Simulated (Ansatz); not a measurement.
TiAs:

```
Ti As
1.0
     3.19461    0.00000    0.00000
     0.00000    3.19461    0.00000
     0.00000    0.00000    3.19461
Ti As
1 1
Direct
  0.50000 0.50000 0.50000
  0.00000 0.00000 0.00000
```

The cell was built by a generator and needn't be a form met in nature.

* Program: Ansatz 0.2.0
* Task: relaxation of cell and atoms
* Functional: HSE03
* Potentials or basis: Ansatz PAW
* Cutoff: 420 eV (not typed: the program's choice for these potentials)
* k mesh: 4 × 4 × 4
* Occupations: fermi-dirac, width 0.05 eV
* Spin: no spin polarisation

At the start: volume 16.30 Å³/atom.

**Question.** Where does the relaxation end?

**Answer.** It ends after 5 steps and the volume is 15.99 Å³/atom (-1.9 %); space group Pm-3m (No. 221, to 0.05 Å).

The path:
```
step  energy change (eV)  largest force (eV/Å)  volume (Å³)
   1              0.0000                0.0000        32.60
   2             -0.0016                0.0000        31.48
   3             -0.0050                0.0000        32.00
   4             -0.0050                0.0000        31.99
   5             -0.0049                0.0000        31.99
```

Final structure:
```
CELL_PARAMETERS angstrom
3.17439 0.00000 0.00000
0.00000 3.17439 0.00000
0.00000 0.00000 3.17439
ATOMIC_POSITIONS crystal
Ti 0.50000 0.50000 0.50000
As 0.00000 0.00000 0.00000
```

Caveat: the k mesh is coarse (spacing up to 0.49 Å⁻¹), so the values aren't converged, least of all with exact exchange; the plane-wave basis is chosen anew once the cell has moved, so the energies of steps on either side of that aren't comparable; the PAW data sets come from PBE, with cores solved anew for the run's functional, which leaves a small shift of forces and pressure.
